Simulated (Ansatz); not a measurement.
**H₂OSZn: up Jacob's ladder to CCSD(T)**

Aim: compute H₂OSZn with functionals from several rungs and with coupled cluster. The yardstick is the atomisation energy at the CCSD(T) limit.

Method: functionals in def2-TZVPP, the program's frozen cores in correlated methods; program: Ansatz 0.2.0, Gaussian basis.

The runs, in order: LDA (SPW92), PBE-D4, revPBE-D4, BLYP-D4, r2SCAN-D4, B97M-V, PBE0-D4, B3LYP-D4, r2SCANh-D4, r2SCAN0-D4, HSE06-D4, BHLYP-D4, CAM-B3LYP-D4, LC-ωPBE, ωB97X-V, ωB97M-V, B2PLYP, PBE-QIDH; CCSD(T)/def2-SVP; CCSD(T)/def2-TZVPP; CCSD(T)/def2-QZVPP; extrapolation to the limit; RPA on PBE.

### Step 1. Structure used throughout

All runs share one geometry, relaxed beforehand with PBE0-D4 in a triple-zeta def2 set.

SMILES `[OH][Zn][SH]`, 5 atoms, charge 0, spin multiplicity 1.

Atoms are counted from 1 here; the program's logs count them from 0.

Bond lengths: O1–Zn2 1.773 Å, O1–H4 0.959 Å, Zn2–S3 2.149 Å, S3–H5 1.345 Å. Angles: Zn2–O1–H4 115.7°, O1–Zn2–S3 176.2°, Zn2–S3–H5 93.0°.

### Step 2. LDA

This LDA is Slater exchange with PW92 correlation.

Input file in.yaml:

```yaml
crystal:
  periodic: [false, false, false]
  atoms:
    - {symbol: O, position_ang: [-1.312232, -1.337274, -0.178520]}
    - {symbol: Zn, position_ang: [-0.241246, 0.074921, -0.129238]}
    - {symbol: S, position_ang: [1.030551, 1.805686, -0.209582]}
    - {symbol: H, position_ang: [-1.581916, -1.684623, 0.673305]}
    - {symbol: H, position_ang: [2.154643, 1.067689, -0.197365]}
basis:
  gaussian: {orbitals: def2-TZVPP}
hamiltonian: {xc: lda}
output: {orbitals: {seedname: orbitals}}
```

On the command line:

```
$ ansatz run in.yaml --threads 2 --pin off --events-out ev --progress --plain --max-ram 22528MiB --backend cpu
```

After this run come: PBE-D4 (GGA); revPBE-D4 (GGA); BLYP-D4 (GGA); r2SCAN-D4 (meta-GGA); B97M-V (meta-GGA); PBE0-D4 (hybrid); B3LYP-D4 (hybrid); r2SCANh-D4 (hybrid); r2SCAN0-D4 (hybrid); HSE06-D4 (hybrid); BHLYP-D4 (hybrid); CAM-B3LYP-D4 (range-separated); LC-ωPBE (range-separated); ωB97X-V (range-separated); ωB97M-V (range-separated); B2PLYP (double hybrid); PBE-QIDH (double hybrid); CCSD(T) in def2-SVP; CCSD(T) in def2-TZVPP; CCSD(T) in def2-QZVPP; RPA on PBE orbitals.

Q: Predict the results of all the runs planned. Wanted: atomisation energy, CCSD(T)/CBS; farthest beyond LDA; mean size of error, GGA; mean size of error, meta-GGA; mean size of error, hybrid; mean size of error, range-separated; mean size of error, double hybrid; gap, smallest and largest; T1 diagnostic.

**Answer**, as computed:

| quantity | value |
| --- | --- |
| atomisation energy, CCSD(T)/CBS | 1373.7 kJ/mol |
| functionals within 6.9 kJ/mol (0.5 %) | r2SCAN-D4, LC-ωPBE, ωB97X-V |
| farthest beyond LDA | BHLYP-D4 (-100.1 kJ/mol) |
| mean size of error, GGA | 30.2 kJ/mol |
| mean size of error, meta-GGA | 11.3 kJ/mol |
| mean size of error, hybrid | 42.4 kJ/mol |
| mean size of error, range-separated | 8.9 kJ/mol |
| mean size of error, double hybrid | 34.4 kJ/mol |
| gap, smallest and largest | 4.27 eV (BLYP-D4), 11.31 eV (LC-ωPBE) |
| T1 diagnostic | 0.0162 |
| triples share of the correlation energy | 3.4 % |

What this shows: LDA overbinds by 231.7 kJ/mol (17 %). PBE-D4 is off by +7.7 kJ/mol. Double hybrids carry the basis error of their MP2 part in triple zeta, and no dispersion term here, so their miss is partly the set-up's. By mean error the best rung here is range-separated (8.9 kJ/mol) and the worst beyond LDA is hybrid (42.4 kJ/mol). The gap between the best rungs is small, so their order is not settled. The mean of the hybrids holds BHLYP, with half exact exchange. The reference freezes the cores and leaves out relativity and excitations past (T), so misses under about 6.9 kJ/mol can't be ranked. Hartree-Fock recovers 64 % of the binding; the rest is correlation. CCSD(T) in def2-SVP is off by -160.9 kJ/mol, which most functionals beat. Orbital gaps span 4.3 to 11.3 eV; exact exchange widens them. For Zn the d shell is correlated and the shells below it are frozen.
